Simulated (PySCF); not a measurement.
# [Lu(HCN)]3+: forces at shaken geometries

How stiff is [Lu(HCN)]3+? Its atoms are displaced at random by several amounts. It is a constructed species; whether it can be made isn't addressed.

Method: BP86, Lu lcecp-1-SVP with ECP60, N def2-SVP, C def2-SVP, H def2-SVP; scalar-relativistic core potentials, no spin–orbit coupling; program: PySCF 2.14.0.

3 further runs of the same task are left out: 1 for a known fault of the program, 2 that didn't finish.

## (1) Where the work starts

4 atoms, charge 3, spin multiplicity 1.

Bond lengths: Lu1–N2 2.150 Å, N2–C3 1.181 Å, C3–H4 1.127 Å. Angles: Lu1–N2–C3 180.0°, N2–C3–H4 180.0°.

Geometry (Å):

```xyz
4

Lu    0.0000    0.0000   -0.2110
N     0.0000    0.0000    1.9395
C     0.0000    0.0000    3.1205
H     0.0000    0.0000    4.2477
```

Formal oxidation states: Lu +3. Each metal's 14 4f electrons lie in its core potential, so multiplicities, spins and levels count the valence alone. An earlier session relaxed this geometry at BP86, Lu lcecp-1-SVP with ECP60, N def2-SVP, C def2-SVP, H def2-SVP (singlet, point group C∞v).

Its energy there is -132.034507 Eh.

## (2) Atoms moved at random, σ = 0.1 Å

run.py (the lines that set the calculation) reads:

```python
mol = gto.M(atom='''
Lu    -0.03943     0.09447    -0.21766
N     -0.13010    -0.13000     2.01157
C      0.08457     0.02047     2.98265
H      0.08496     0.01506     4.32015''',
    basis={'Lu': 'lcecp-1-SVP', 'N': 'def2-SVP', 'C': 'def2-SVP', 'H': 'def2-SVP'},
    ecp={'Lu': 'lcecp-1-SVP'},
    charge=3, spin=0)
mf = dft.RKS(mol, xc='B88,P86')
mf.grids.atom_grid = (50, 194)  # f atoms: unpruned, at least (60, 302)
mf = mf.density_fit()  # fitting sets: Lu AutoAux, N def2-universal-JKFIT, C def2-universal-JKFIT, H def2-universal-JKFIT
mf.conv_tol = 1e-08; mf.max_cycle = 55
mf.kernel(dm0)  # dm0: the density of the relaxed state
```

Started as:

```
$ OMP_NUM_THREADS=2 python run.py
```

The program printed:

```text
init E= -131.879865336823
  HOMO = -1.01162667461726  LUMO = -0.777957641576199  gap/eV = 6.35846
cycle= 1 E= -131.892909650154  delta_E= -0.013  |g|= 0.288  |ddm|= 0.84
  HOMO = -0.915869608255653  LUMO = -0.806643630383185  gap/eV = 2.97219
cycle= 2 E= -131.830066621527  delta_E= 0.0628  |g|= 0.557  |ddm|= 0.74
  HOMO = -0.978664792769691  LUMO = -0.782491935875538  gap/eV = 5.33814
cycle= 3 E= -131.915603877904  delta_E= -0.0855  |g|= 0.0415  |ddm|= 0.485
  HOMO = -0.985330229673099  LUMO = -0.781544688760147  gap/eV = 5.54529
cycle= 4 E= -131.915832124609  delta_E= -0.000228  |g|= 0.0241  |ddm|= 0.0554
  HOMO = -0.981737358653642  LUMO = -0.782786895629013  gap/eV = 5.41372
cycle= 5 E= -131.91599586832  delta_E= -0.000164  |g|= 0.0032  |ddm|= 0.0256
  HOMO = -0.981863140867707  LUMO = -0.783052624254926  gap/eV = 5.40991
cycle= 6 E= -131.915998462777  delta_E= -2.59e-06  |g|= 0.000673  |ddm|= 0.00282
  HOMO = -0.981816408125841  LUMO = -0.782979409752232  gap/eV = 5.41063
cycle= 7 E= -131.915998576342  delta_E= -1.14e-07  |g|= 9.53e-05  |ddm|= 0.000633
  HOMO = -0.981828830654905  LUMO = -0.782977193437144  gap/eV = 5.41103
cycle= 8 E= -131.915998578578  delta_E= -2.24e-09  |g|= 1.46e-05  |ddm|= 0.000101
  HOMO = -0.981828975117555  LUMO = -0.782978698734883  gap/eV = 5.41099
Extra cycle  E= -131.915998578562  delta_E= 1.69e-11  |g|= 1.76e-05  |ddm|= 2.61e-05
converged SCF energy = -131.915998578562
```

Run time: 1.5 s. Hardware: 2 threads of Arm Neoverse V2, shared host.

It gives: E = -131.915999 Eh (+3.225 eV from the relaxed state), HOMO -26.72 eV, LUMO -21.31 eV, Mulliken charge on Lu1 +2.45 e, largest force component 37.605 eV/Å. 

```csv
atom,Fx,Fy,Fz (eV/Å)
Lu1,-0.233,-0.285,0.740
N2,-6.291,-4.152,-34.633
C3,6.165,4.178,37.605
H4,0.359,0.259,-3.712
```

## (3) Atoms moved at random, σ = 0.15 Å

Edit run.py (the lines that set the calculation) of step 2 so:

```diff
@@ -1,6 +1,6 @@
 mol = gto.M(atom='''
-Lu    -0.03943     0.09447    -0.21766
-N     -0.13010    -0.13000     2.01157
-C      0.08457     0.02047     2.98265
-H      0.08496     0.01506     4.32015''',
+Lu    -0.14560    -0.03121    -0.29870
+N      0.10919     0.02486     1.97829
+C      0.00467    -0.12344     3.26439
+H      0.03174     0.12978     4.15273''',
     basis={'Lu': 'lcecp-1-SVP', 'N': 'def2-SVP', 'C': 'def2-SVP', 'H': 'def2-SVP'},
```

Started as:

```
$ OMP_NUM_THREADS=2 python run.py
```

The program printed:

```text
init E= -131.784183793715
  HOMO = -1.01730198954012  LUMO = -0.823489691503654  gap/eV = 5.27390
cycle= 1 E= -131.908482892025  delta_E= -0.124  |g|= 0.479  |ddm|= 0.673
  HOMO = -0.862528853241141  LUMO = -0.772561058203129  gap/eV = 2.44815
cycle= 2 E= -130.963887861973  delta_E= 0.945  |g|= 1.95  |ddm|= 1.55
  HOMO = -0.895457782095723  LUMO = -0.788309424483499  gap/eV = 2.91566
cycle= 3 E= -131.935229785368  delta_E= -0.971  |g|= 0.269  |ddm|= 1.34
  HOMO = -0.931676211961956  LUMO = -0.773153596827922  gap/eV = 4.31362
cycle= 4 E= -131.962992853668  delta_E= -0.0278  |g|= 0.0653  |ddm|= 0.422
  HOMO = -0.923876141845208  LUMO = -0.779290732071605  gap/eV = 3.93437
cycle= 5 E= -131.964808997267  delta_E= -0.00182  |g|= 0.00434  |ddm|= 0.0922
  HOMO = -0.923207963685117  LUMO = -0.779135911894339  gap/eV = 3.92040
cycle= 6 E= -131.964814462051  delta_E= -5.46e-06  |g|= 0.00104  |ddm|= 0.00595
  HOMO = -0.923279728806393  LUMO = -0.779119806707249  gap/eV = 3.92279
cycle= 7 E= -131.964814754378  delta_E= -2.92e-07  |g|= 0.000144  |ddm|= 0.00116
  HOMO = -0.923305422667482  LUMO = -0.779138428141513  gap/eV = 3.92298
cycle= 8 E= -131.964814759608  delta_E= -5.23e-09  |g|= 2.09e-05  |ddm|= 0.000147
  HOMO = -0.923310655692592  LUMO = -0.779133935265092  gap/eV = 3.92325
Extra cycle  E= -131.964814759444  delta_E= 1.65e-10  |g|= 2.86e-05  |ddm|= 6.54e-05
converged SCF energy = -131.964814759444
```

It took 1.5 s on 2 threads of Arm Neoverse V2, shared host.

Read off: E = -131.964815 Eh (+1.896 eV from the relaxed state), HOMO -25.12 eV, LUMO -21.20 eV, Mulliken charge on Lu1 +2.44 e, largest force component 20.197 eV/Å. 

| atom | Fx | Fy | Fz (eV/Å) |
| --- | --- | --- | --- |
| Lu1 | 0.277 | 0.058 | 1.530 |
| N2 | -1.313 | -1.739 | 7.415 |
| C3 | 0.875 | -0.646 | -20.197 |
| H4 | 0.161 | 2.327 | 11.251 |

## (4) Atoms moved at random, σ = 0.15 Å

Edit run.py (the lines that set the calculation) of step 3 so:

```diff
@@ -1,6 +1,6 @@
 mol = gto.M(atom='''
-Lu    -0.14560    -0.03121    -0.29870
-N      0.10919     0.02486     1.97829
-C      0.00467    -0.12344     3.26439
-H      0.03174     0.12978     4.15273''',
+Lu    -0.13158    -0.10739    -0.39523
+N      0.06053    -0.17226     1.87155
+C      0.11195    -0.03971     3.36034
+H     -0.04090     0.31936     4.26005''',
     basis={'Lu': 'lcecp-1-SVP', 'N': 'def2-SVP', 'C': 'def2-SVP', 'H': 'def2-SVP'},
```

Started as:

```
$ OMP_NUM_THREADS=2 python run.py
```

The program printed:

```text
init E= -131.349674271414
  HOMO = -1.1285949538209  LUMO = -0.938511632688907  gap/eV = 5.17243
cycle= 1 E= -131.670631954272  delta_E= -0.321  |g|= 0.95  |ddm|= 0.993
  HOMO = -0.831266505351712  LUMO = -0.755435263530579  gap/eV = 2.06347
cycle= 2 E= -128.335174301755  delta_E= 3.34  |g|= 2.96  |ddm|= 2.94
  HOMO = -0.849418127404425  LUMO = -0.795245247087236  gap/eV = 1.47412
cycle= 3 E= -131.286883837999  delta_E= -2.95  |g|= 1.24  |ddm|= 2.93
  HOMO = -0.91774059032617  LUMO = -0.771295473565128  gap/eV = 3.98497
cycle= 4 E= -131.88186002186  delta_E= -0.595  |g|= 0.199  |ddm|= 1.61
  HOMO = -0.891349722987301  LUMO = -0.77506049232052  gap/eV = 3.16439
cycle= 5 E= -131.894322637635  delta_E= -0.0125  |g|= 0.129  |ddm|= 0.397
  HOMO = -0.893352069438301  LUMO = -0.774965051126762  gap/eV = 3.22147
cycle= 6 E= -131.898248709867  delta_E= -0.00393  |g|= 0.0646  |ddm|= 0.0648
  HOMO = -0.893154753279803  LUMO = -0.773649223519416  gap/eV = 3.25191
cycle= 7 E= -131.89926795115  delta_E= -0.00102  |g|= 0.0203  |ddm|= 0.0394
  HOMO = -0.892256694550404  LUMO = -0.773536115849552  gap/eV = 3.23055
cycle= 8 E= -131.899358090873  delta_E= -9.01e-05  |g|= 0.0053  |ddm|= 0.00986
  HOMO = -0.891993500303201  LUMO = -0.773562484984401  gap/eV = 3.22267
cycle= 9 E= -131.899364879062  delta_E= -6.79e-06  |g|= 0.000335  |ddm|= 0.00358
  HOMO = -0.891979654727259  LUMO = -0.773542517157345  gap/eV = 3.22284
cycle= 10 E= -131.899364933817  delta_E= -5.48e-08  |g|= 4.3e-05  |ddm|= 0.000262
  HOMO = -0.891983093475997  LUMO = -0.773542136523239  gap/eV = 3.22294
cycle= 11 E= -131.899364934387  delta_E= -5.7e-10  |g|= 7.39e-06  |ddm|= 4.77e-05
  HOMO = -0.891985718584561  LUMO = -0.77354312152463  gap/eV = 3.22299
Extra cycle  E= -131.899364905634  delta_E= 2.88e-08  |g|= 3.05e-05  |ddm|= 3.75e-05
converged SCF energy = -131.899364905634
```

Wall time 1.7 s (2 threads of Arm Neoverse V2, shared host).

Read off: E = -131.899365 Eh (+3.677 eV from the relaxed state), HOMO -24.27 eV, LUMO -21.05 eV, Mulliken charge on Lu1 +2.39 e, largest force component 20.168 eV/Å. 

```csv
atom,Fx,Fy,Fz (eV/Å)
Lu1,0.219,-0.166,1.802
N2,0.341,1.202,11.425
C3,0.283,-3.272,-20.168
H4,-0.843,2.237,6.941
```

## (5) The displacements side by side

| σ (Å) | energy rise (eV) | harmonic estimate −½ F·u (eV) | largest force component (eV/Å) |
| --- | --- | --- | --- |
| 0.1 | 3.225 | 2.987 | 37.61 |
| 0.15 | 1.896 | 1.829 | 20.20 |
| 0.15 | 3.677 | 2.573 | 20.17 |

Every displacement raises the energy. For a harmonic well the rise equals −½ F·u; the two differ by at most 30 % here (a move with σ = 0.15 Å), from anharmonicity, the grid and the small forces left at the relaxed point. These are double-zeta-type bases without diffuse functions. Spin–orbit coupling is left out.
